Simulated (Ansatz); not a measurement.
# BCl2F: the cost of one run

Method: RKS PBE-D4/def2-SVP, in Ansatz 0.2.0.

### Step 1. The system as given

Bond lengths: B1–Cl2 1.860 Å, B1–Cl3 1.860 Å, B1–F4 1.320 Å. Angles: Cl2–B1–Cl3 120.0°, Cl2–B1–F4 120.0°, Cl3–B1–F4 120.0°.

Structure file:

```xyz
4

B     0.0000    0.0000    0.0000
Cl    0.0000    0.0000    1.8600
Cl    1.6108    0.0000   -0.9300
F    -1.1431    0.0000   -0.6600
```

### Step 2. Preparing the start

Input file input.yaml:

```yaml
crystal:
  periodic: [false, false, false]
  atoms:
    - { symbol: B, position_ang: [0.0, 0.0, 0.0] }
    - { symbol: Cl, position_ang: [0.0, 0.0, 1.86] }
    - { symbol: Cl, position_ang: [1.6108, 0.0, -0.93] }
    - { symbol: F, position_ang: [-1.1431, 0.0, -0.66] }
basis:
  gaussian: { orbitals: def2-SVP }
hamiltonian:
  xc: pbe
  dispersion: d4
relax:
  f_tol: 0.02
  max_steps: 40
output:
  orbitals: {}
```

Run with:

```
> ansatz run input.yaml --threads 1 --pin off --max-ram 2048MiB --backend cpu --events-out ev --progress --plain --runs-dir out
```

**Question.** How long does this run take on 1 thread of Arm Neoverse V2, shared host, and how much memory does it need?

About 7.9 s, with a peak of 0.11 GiB.
